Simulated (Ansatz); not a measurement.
# AlBF2H7NSi2: the cost of one run

All numbers below are computed with Ansatz 0.2.0 (RKS PBE0/STO-3G).

## (1) The structure to begin with

Bond lengths: N1–Si2 1.777 Å, Si2–B3 1.925 Å, B3–F4 1.545 Å, B3–Si5 1.925 Å, Si5–F6 1.667 Å, Si5–Al7 2.354 Å, N1–H8 1.002 Å, N1–H9 0.973 Å, Si2–H10 1.482 Å, Si2–H11 1.488 Å, Si5–H12 1.495 Å, Al7–H13 1.655 Å, Al7–H14 1.626 Å. Angles (14 of 21 angles, heavy atoms first): N1–Si2–B3 109.1°, Si2–B3–F4 120.3°, Si2–B3–Si5 121.6°, F4–B3–Si5 118.1°, B3–Si5–F6 110.2°, B3–Si5–Al7 108.4°, F6–Si5–Al7 109.8°, N1–Si2–H10 108.6°, N1–Si2–H11 111.8°, B3–Si2–H10 110.0°, B3–Si2–H11 108.7°, Si2–N1–H8 107.6°, Si2–N1–H9 107.8°, B3–Si5–H12 109.6°.

Structure file:

```xyz
14

N    -0.4770   -2.1416   -1.1255
Si   -0.0617   -1.5897    0.5115
B     1.1850   -0.1287    0.3875
F     2.6063   -0.2644    0.9777
Si    0.7346    1.5075   -0.5216
F     0.3444    1.1940   -2.1112
Al   -1.1061    2.4838    0.5748
H    -1.1404   -2.8868   -1.0349
H     0.3413   -2.4500   -1.5526
H     0.5520   -2.7187    1.2490
H    -1.2618   -1.1289    1.2599
H     1.8847    2.4588   -0.4408
H    -1.7968    3.8781    0.0119
H    -1.8174    1.7575    1.8432
```

## (2) Relaxing end A

File input.yaml:

```yaml
crystal:
  periodic: [false, false, false]
  atoms:
    - { symbol: "N", position_ang: [-0.477, -2.1416, -1.1255] }
    - { symbol: Si, position_ang: [-0.0617, -1.5897, 0.5115] }
    - { symbol: B, position_ang: [1.185, -0.1287, 0.3875] }
    - { symbol: F, position_ang: [2.6063, -0.2644, 0.9777] }
    - { symbol: Si, position_ang: [0.7346, 1.5075, -0.5216] }
    - { symbol: F, position_ang: [0.3444, 1.194, -2.1112] }
    - { symbol: Al, position_ang: [-1.1061, 2.4838, 0.5748] }
    - { symbol: H, position_ang: [-1.1404, -2.8868, -1.0349] }
    - { symbol: H, position_ang: [0.3413, -2.45, -1.5526] }
    - { symbol: H, position_ang: [0.552, -2.7187, 1.249] }
    - { symbol: H, position_ang: [-1.2618, -1.1289, 1.2599] }
    - { symbol: H, position_ang: [1.8847, 2.4588, -0.4408] }
    - { symbol: H, position_ang: [-1.7968, 3.8781, 0.0119] }
    - { symbol: H, position_ang: [-1.8174, 1.7575, 1.8432] }
basis:
  gaussian: { orbitals: STO-3G }
hamiltonian:
  xc: pbe0
relax:
  f_tol: 0.015
  max_steps: 40
output:
  orbitals: {}
```

Launch:

```
ansatz run input.yaml --threads 1 --pin off --max-ram 2048MiB --backend cpu --events-out ev --progress --plain --runs-dir out
```

Q: Estimate wall time and peak memory on 1 thread of Intel Xeon Platinum 8488C (Sapphire Rapids), shared host.

About 2.7 min, with a peak of 0.2 GiB.
